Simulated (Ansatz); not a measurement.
# SiHSe (quartet): PBE, r2SCAN, PBE0, B3LYP over vertical spin and charge gaps and displaced geometries, cc-pVDZ, part 3 of 3

Ansatz 0.2.0, Gaussian basis; cc-pVDZ, all electrons in the functionals.

### 21 PBE0, displaced geometry v1

File in.yaml:

```yaml
crystal:
  periodic: [false, false, false]
  atoms:
    - {symbol: Si, position_ang: [0.000169, -0.090811, 1.689741]}
    - {symbol: Se, position_ang: [-0.000664, 0.016365, -0.631482]}
    - {symbol: H, position_ang: [0.047300, 1.248376, 2.385666]}
basis:
  gaussian: {orbitals: cc-pVDZ}
magnetization: {spin_polarized: true, initial_magnetization: 3}
hamiltonian: {xc: {name: PBE0}}
output: {orbitals: {seedname: orbitals}}
```

Started as:

```
ansatz run in.yaml --threads 1 --pin off --events-out ev --progress --plain --max-ram 2393MiB
```

Log (excerpt; [...] marks lines left out):

```text
Functional definition: PBE0
  name "PBE0"
  cite "Adamo & Barone, J. Chem. Phys. 110, 6158 (1999) doi:10.1063/1.478522"
  cite "Perdew, Burke & Ernzerhof, Phys. Rev. Lett. 77, 3865 (1996) doi:10.1103/PhysRevLett.77.3865"
  parent pbe
[...]
554 factors; integrals over basis functions are off by at most 1.2e-3 eV
[...]
mean field -73228.65713301 eV, -2691.1035134715 hartree, gradient 5.4e-6 eV, S^2 3.756763; 1 other end points of the search recorded, 0 dependent functions left out
reference -73228.65715446 eV, -2691.1035142599 hartree; 26, 23 occupied and 24, 27 virtual orbitals, 554 factors
Total energy: -73228.65715446 eV, -2691.1035142599 hartree
```

Wall time 13 s (1 thread of AMD EPYC, shared host).

From the report: ⟨S²⟩ of the determinant 3.757 (pure quartet: 3.75).

From charge 0, quartet: -0.1 kJ/mol.

### 22 PBE0, displaced geometry v2

File in.yaml:

```yaml
crystal:
  periodic: [false, false, false]
  atoms:
    - {symbol: Si, position_ang: [0.121305, -0.108100, 1.672585]}
    - {symbol: Se, position_ang: [-0.043569, 0.023593, -0.625891]}
    - {symbol: H, position_ang: [0.033051, 1.163870, 2.425690]}
basis:
  gaussian: {orbitals: cc-pVDZ}
magnetization: {spin_polarized: true, initial_magnetization: 3}
hamiltonian: {xc: {name: PBE0}}
output: {orbitals: {seedname: orbitals}}
```

Launched as before.

Log (excerpt; [...] marks lines left out):

```text
Functional definition: PBE0
  name "PBE0"
  cite "Adamo & Barone, J. Chem. Phys. 110, 6158 (1999) doi:10.1063/1.478522"
  cite "Perdew, Burke & Ernzerhof, Phys. Rev. Lett. 77, 3865 (1996) doi:10.1103/PhysRevLett.77.3865"
  parent pbe
[...]
554 factors; integrals over basis functions are off by at most 1.1e-3 eV
[...]
mean field -73228.64854971 eV, -2691.1031980410 hartree, gradient 4.0e-6 eV, S^2 3.756515; 1 other end points of the search recorded, 0 dependent functions left out
reference -73228.64857114 eV, -2691.1031988286 hartree; 26, 23 occupied and 24, 27 virtual orbitals, 554 factors
Total energy: -73228.64857114 eV, -2691.1031988286 hartree
```

Run time: 12 s. Hardware: 1 thread of AMD EPYC, shared host.

From the report: ⟨S²⟩ of the determinant 3.757 (pure quartet: 3.75).

From charge 0, quartet: +0.7 kJ/mol.

### 23 B3LYP, charge 0, quartet

File in.yaml:

```yaml
crystal:
  periodic: [false, false, false]
  atoms:
    - {symbol: Si, position_ang: [0.000000, -0.102205, 1.681089]}
    - {symbol: Se, position_ang: [0.000000, 0.021114, -0.628981]}
    - {symbol: H, position_ang: [0.000000, 1.193815, 2.430780]}
basis:
  gaussian: {orbitals: cc-pVDZ}
magnetization: {spin_polarized: true, initial_magnetization: 3}
hamiltonian: {xc: {name: B3LYP}}
```

Launched as before.

Log (excerpt; [...] marks lines left out):

```text
Functional definition: B3LYP
  name "B3LYP"
  cite "Stephens, Devlin, Chabalowski & Frisch, J. Phys. Chem. 98, 11623 (1994) doi:10.1021/j100096a001"
  cite "Becke, Phys. Rev. A 38, 3098 (1988) doi:10.1103/PhysRevA.38.3098"
  cite "Lee, Yang & Parr, Phys. Rev. B 37, 785 (1988) doi:10.1103/PhysRevB.37.785"
  cite "Vosko, Wilk & Nusair, Can. J. Phys. 58, 1200 (1980) doi:10.1139/p80-159"
[...]
554 factors; integrals over basis functions are off by at most 1.2e-3 eV
[...]
mean field -73241.07719608 eV, -2691.5599423708 hartree, gradient 2.9e-6 eV, S^2 3.755020; 4 other end points of the search recorded, 0 dependent functions left out
reference -73241.07739341 eV, -2691.5599496224 hartree; 26, 23 occupied and 24, 27 virtual orbitals, 554 factors
Total energy: -73241.07739341 eV, -2691.5599496224 hartree
```

It took 22 s on 1 thread of AMD EPYC, shared host.

From the report: ⟨S²⟩ of the determinant 3.755 (pure quartet: 3.75).

### 24 B3LYP, charge 0, doublet

Changes to in.yaml since step 23:

```diff
@@ -8,3 +8,3 @@
   gaussian: {orbitals: cc-pVDZ}
-magnetization: {spin_polarized: true, initial_magnetization: 3}
+magnetization: {spin_polarized: true, initial_magnetization: 1}
 hamiltonian: {xc: {name: B3LYP}}
```

Launched as before.

Log (excerpt; [...] marks lines left out):

```text
Functional definition: B3LYP
  name "B3LYP"
  cite "Stephens, Devlin, Chabalowski & Frisch, J. Phys. Chem. 98, 11623 (1994) doi:10.1021/j100096a001"
  cite "Becke, Phys. Rev. A 38, 3098 (1988) doi:10.1103/PhysRevA.38.3098"
  cite "Lee, Yang & Parr, Phys. Rev. B 37, 785 (1988) doi:10.1103/PhysRevB.37.785"
  cite "Vosko, Wilk & Nusair, Can. J. Phys. 58, 1200 (1980) doi:10.1139/p80-159"
[...]
554 factors; integrals over basis functions are off by at most 1.2e-3 eV
[...]
mean field -73243.04717169 eV, -2691.6323376391 hartree, gradient 2.9e-5 eV, S^2 0.756903; 3 other end points of the search recorded, 0 dependent functions left out
reference -73243.04736739 eV, -2691.6323448310 hartree; 25, 24 occupied and 25, 26 virtual orbitals, 554 factors
Total energy: -73243.04736739 eV, -2691.6323448310 hartree
```

It took 10 s on 1 thread of AMD EPYC, shared host.

From the report: ⟨S²⟩ of the determinant 0.757 (pure doublet: 0.75).

From charge 0, quartet: -190.1 kJ/mol.

### 25 B3LYP, charge 0, sextet

Changes to in.yaml since step 24:

```diff
@@ -8,3 +8,3 @@
   gaussian: {orbitals: cc-pVDZ}
-magnetization: {spin_polarized: true, initial_magnetization: 1}
+magnetization: {spin_polarized: true, initial_magnetization: 5}
 hamiltonian: {xc: {name: B3LYP}}
```

The command is unchanged.

Log (excerpt; [...] marks lines left out):

```text
Functional definition: B3LYP
  name "B3LYP"
  cite "Stephens, Devlin, Chabalowski & Frisch, J. Phys. Chem. 98, 11623 (1994) doi:10.1021/j100096a001"
  cite "Becke, Phys. Rev. A 38, 3098 (1988) doi:10.1103/PhysRevA.38.3098"
  cite "Lee, Yang & Parr, Phys. Rev. B 37, 785 (1988) doi:10.1103/PhysRevB.37.785"
  cite "Vosko, Wilk & Nusair, Can. J. Phys. 58, 1200 (1980) doi:10.1139/p80-159"
[...]
554 factors; integrals over basis functions are off by at most 1.2e-3 eV
[...]
mean field -73235.77659391 eV, -2691.3651488337 hartree, gradient 4.4e-5 eV, S^2 8.752500; 2 other end points of the search recorded, 0 dependent functions left out
reference -73235.77679335 eV, -2691.3651561633 hartree; 27, 22 occupied and 23, 28 virtual orbitals, 554 factors
Total energy: -73235.77679335 eV, -2691.3651561633 hartree
```

Run time: 6 s. Hardware: 1 thread of AMD EPYC, shared host.

From the report: ⟨S²⟩ of the determinant 8.753 (pure sextet: 8.75).

From charge 0, quartet: +511.4 kJ/mol.

### 26 B3LYP, charge 1, triplet

Changes to in.yaml since step 25:

```diff
@@ -8,3 +8,4 @@
   gaussian: {orbitals: cc-pVDZ}
-magnetization: {spin_polarized: true, initial_magnetization: 5}
+total_charge: 1
+magnetization: {spin_polarized: true, initial_magnetization: 2}
 hamiltonian: {xc: {name: B3LYP}}
```

Same command.

Log (excerpt; [...] marks lines left out):

```text
Functional definition: B3LYP
  name "B3LYP"
  cite "Stephens, Devlin, Chabalowski & Frisch, J. Phys. Chem. 98, 11623 (1994) doi:10.1021/j100096a001"
  cite "Becke, Phys. Rev. A 38, 3098 (1988) doi:10.1103/PhysRevA.38.3098"
  cite "Lee, Yang & Parr, Phys. Rev. B 37, 785 (1988) doi:10.1103/PhysRevB.37.785"
  cite "Vosko, Wilk & Nusair, Can. J. Phys. 58, 1200 (1980) doi:10.1139/p80-159"
[...]
554 factors; integrals over basis functions are off by at most 1.2e-3 eV
[...]
mean field -73233.80163064 eV, -2691.2925702726 hartree, gradient 2.4e-6 eV, S^2 2.005260; 4 other end points of the search recorded, 0 dependent functions left out
reference -73233.80181421 eV, -2691.2925770186 hartree; 25, 23 occupied and 25, 27 virtual orbitals, 554 factors
Total energy: -73233.80181421 eV, -2691.2925770186 hartree
```

Run time: 25 s. Hardware: 1 thread of AMD EPYC, shared host.

From the report: ⟨S²⟩ of the determinant 2.005 (pure triplet: 2.00).

From charge 0, quartet: +702.0 kJ/mol.

### 27 B3LYP, charge 1, quintet

Changes to in.yaml since step 26:

```diff
@@ -9,3 +9,3 @@
 total_charge: 1
-magnetization: {spin_polarized: true, initial_magnetization: 2}
+magnetization: {spin_polarized: true, initial_magnetization: 4}
 hamiltonian: {xc: {name: B3LYP}}
```

Same command.

Log (excerpt; [...] marks lines left out):

```text
Functional definition: B3LYP
  name "B3LYP"
  cite "Stephens, Devlin, Chabalowski & Frisch, J. Phys. Chem. 98, 11623 (1994) doi:10.1021/j100096a001"
  cite "Becke, Phys. Rev. A 38, 3098 (1988) doi:10.1103/PhysRevA.38.3098"
  cite "Lee, Yang & Parr, Phys. Rev. B 37, 785 (1988) doi:10.1103/PhysRevB.37.785"
  cite "Vosko, Wilk & Nusair, Can. J. Phys. 58, 1200 (1980) doi:10.1139/p80-159"
[...]
554 factors; integrals over basis functions are off by at most 1.2e-3 eV
[...]
mean field -73231.30655938 eV, -2691.2008780949 hartree, gradient 2.6e-5 eV, S^2 6.003342; 0 other end points of the search recorded, 0 dependent functions left out
reference -73231.30675195 eV, -2691.2008851715 hartree; 26, 22 occupied and 24, 28 virtual orbitals, 554 factors
Total energy: -73231.30675195 eV, -2691.2008851715 hartree
```

It took 6.5 s on 1 thread of AMD EPYC, shared host.

From the report: ⟨S²⟩ of the determinant 6.003 (pure quintet: 6.00).

From charge 0, quartet: +942.7 kJ/mol.

### 28 B3LYP, displaced geometry v1

File in.yaml:

```yaml
crystal:
  periodic: [false, false, false]
  atoms:
    - {symbol: Si, position_ang: [0.000169, -0.090811, 1.689741]}
    - {symbol: Se, position_ang: [-0.000664, 0.016365, -0.631482]}
    - {symbol: H, position_ang: [0.047300, 1.248376, 2.385666]}
basis:
  gaussian: {orbitals: cc-pVDZ}
magnetization: {spin_polarized: true, initial_magnetization: 3}
hamiltonian: {xc: {name: B3LYP}}
```

Launched as before.

Log (excerpt; [...] marks lines left out):

```text
Functional definition: B3LYP
  name "B3LYP"
  cite "Stephens, Devlin, Chabalowski & Frisch, J. Phys. Chem. 98, 11623 (1994) doi:10.1021/j100096a001"
  cite "Becke, Phys. Rev. A 38, 3098 (1988) doi:10.1103/PhysRevA.38.3098"
  cite "Lee, Yang & Parr, Phys. Rev. B 37, 785 (1988) doi:10.1103/PhysRevB.37.785"
  cite "Vosko, Wilk & Nusair, Can. J. Phys. 58, 1200 (1980) doi:10.1139/p80-159"
[...]
554 factors; integrals over basis functions are off by at most 1.2e-3 eV
[...]
mean field -73241.08373917 eV, -2691.5601828248 hartree, gradient 3.2e-6 eV, S^2 3.755193; 4 other end points of the search recorded, 0 dependent functions left out
reference -73241.08393694 eV, -2691.5601900929 hartree; 26, 23 occupied and 24, 27 virtual orbitals, 554 factors
Total energy: -73241.08393694 eV, -2691.5601900929 hartree
```

Wall time 23 s (1 thread of AMD EPYC, shared host).

From the report: ⟨S²⟩ of the determinant 3.755 (pure quartet: 3.75).

From charge 0, quartet: -0.6 kJ/mol.

### 29 B3LYP, displaced geometry v2

File in.yaml:

```yaml
crystal:
  periodic: [false, false, false]
  atoms:
    - {symbol: Si, position_ang: [0.121305, -0.108100, 1.672585]}
    - {symbol: Se, position_ang: [-0.043569, 0.023593, -0.625891]}
    - {symbol: H, position_ang: [0.033051, 1.163870, 2.425690]}
basis:
  gaussian: {orbitals: cc-pVDZ}
magnetization: {spin_polarized: true, initial_magnetization: 3}
hamiltonian: {xc: {name: B3LYP}}
```

Launched as before.

Log (excerpt; [...] marks lines left out):

```text
Functional definition: B3LYP
  name "B3LYP"
  cite "Stephens, Devlin, Chabalowski & Frisch, J. Phys. Chem. 98, 11623 (1994) doi:10.1021/j100096a001"
  cite "Becke, Phys. Rev. A 38, 3098 (1988) doi:10.1103/PhysRevA.38.3098"
  cite "Lee, Yang & Parr, Phys. Rev. B 37, 785 (1988) doi:10.1103/PhysRevB.37.785"
  cite "Vosko, Wilk & Nusair, Can. J. Phys. 58, 1200 (1980) doi:10.1139/p80-159"
[...]
554 factors; integrals over basis functions are off by at most 1.1e-3 eV
[...]
mean field -73241.06779331 eV, -2691.5595968254 hartree, gradient 3.0e-6 eV, S^2 3.754972; 4 other end points of the search recorded, 0 dependent functions left out
reference -73241.06799068 eV, -2691.5596040787 hartree; 26, 23 occupied and 24, 27 virtual orbitals, 554 factors
Total energy: -73241.06799068 eV, -2691.5596040787 hartree
```

Run time: 20 s. Hardware: 1 thread of AMD EPYC, shared host.

From the report: ⟨S²⟩ of the determinant 3.755 (pure quartet: 3.75).

From charge 0, quartet: +0.9 kJ/mol.

### 30 Against the wave-function levels

The yardstick is UCCSDT(Q), where the cluster series has nearly closed. It and the other wave-function rows come from earlier runs at the same points. Energies in kJ/mol, counted from charge 0, quartet; blanks weren't run or aren't comparable.

```csv
level,quartet to doublet,quartet to sextet,ionisation to the triplet cation,ionisation to the quintet cation,displacement v1,displacement v2
UCCSDT(Q),,481.0,,889.2,-0.3,0.8
PBE,-194.1,492.8,700.7,936.8,-0.9,1.2
r2SCAN,-169.6,493.0,722.5,941.1,-0.1,0.7
PBE0,-168.2,489.6,717.4,933.6,-0.1,0.7
B3LYP,-190.1,511.4,702.0,942.7,-0.6,0.9
RHF,-76.2,442.4,687.7,816.8,0.8,0.0
UHF,-79.1,443.0,687.4,816.4,0.7,0.1
RMP2,-142.9,476.2,691.3,885.4,0.5,0.4
UMP2,-148.2,478.2,691.5,886.3,0.4,0.4
RCCSD,-163.7,477.0,689.9,885.0,0.0,0.6
RCCSD(T),-176.5,480.7,683.7,888.9,-0.2,0.7
UCCSD(T),-176.6,480.0,683.9,888.3,-0.2,0.7
RCCSDT(Q),,481.6,680.8,889.7,-0.2,0.8
CASSCF valence,-172.5,484.5,617.4,816.9,-0.2,1.0
NEVPT2 valence,-188.0,483.0,662.6,877.5,-0.3,0.9
MRCISD+Q valence,-184.7,480.7,678.4,888.2,-0.2,0.8
```

Largest miss and mean time a point (UCCSDT(Q) took 57 s a point; shared hosts):

```csv
level,largest miss (kJ/mol),where,time a point
PBE,+47.6,ionisation to the quintet cation,15 s
r2SCAN,+51.9,ionisation to the quintet cation,26 s
PBE0,+44.4,ionisation to the quintet cation,13 s
B3LYP,+53.5,ionisation to the quintet cation,16 s
RHF,-72.4,ionisation to the quintet cation,
UHF,-72.8,ionisation to the quintet cation,
RMP2,-4.9,quartet to sextet,
UMP2,-2.9,ionisation to the quintet cation,
RCCSD,-4.2,ionisation to the quintet cation,
RCCSD(T),-0.4,quartet to sextet,35 s
UCCSD(T),-1.1,quartet to sextet,50 s
RCCSDT(Q),+0.6,quartet to sextet,79 s
CASSCF valence,-72.3,ionisation to the quintet cation,
NEVPT2 valence,-11.7,ionisation to the quintet cation,23 s
MRCISD+Q valence,-1.0,ionisation to the quintet cation,30 s
```

### 31 Outcome

The summary covers parts 1 to 3.

```
                                   quantity                                            value
               quartet to sextet, UCCSDT(Q)                                     481.0 kJ/mol
ionisation to the quintet cation, UCCSDT(Q)                                     889.2 kJ/mol
                 displacement v1, UCCSDT(Q)                                      -0.3 kJ/mol
                 displacement v2, UCCSDT(Q)                                       0.8 kJ/mol
                          largest miss, PBE  +47.6 kJ/mol (ionisation to the quintet cation)
                       largest miss, r2SCAN  +51.9 kJ/mol (ionisation to the quintet cation)
                         largest miss, PBE0  +44.4 kJ/mol (ionisation to the quintet cation)
                        largest miss, B3LYP  +53.5 kJ/mol (ionisation to the quintet cation)
                     largest miss, RCCSD(T)                  -0.4 kJ/mol (quartet to sextet)
                     largest miss, UCCSD(T)                  -1.1 kJ/mol (quartet to sextet)
```

Misses are known at 4 of 6 points at best, and only functionals with that many are ranked. Of the functionals, PBE0 keep the smallest largest miss at the points compared (at most 44.4 kJ/mol) and B3LYP strays most (53.5 kJ/mol, at ionisation to the quintet cation). Functionals and the yardstick converge differently with the basis, so part of each miss in cc-pVDZ is the basis.
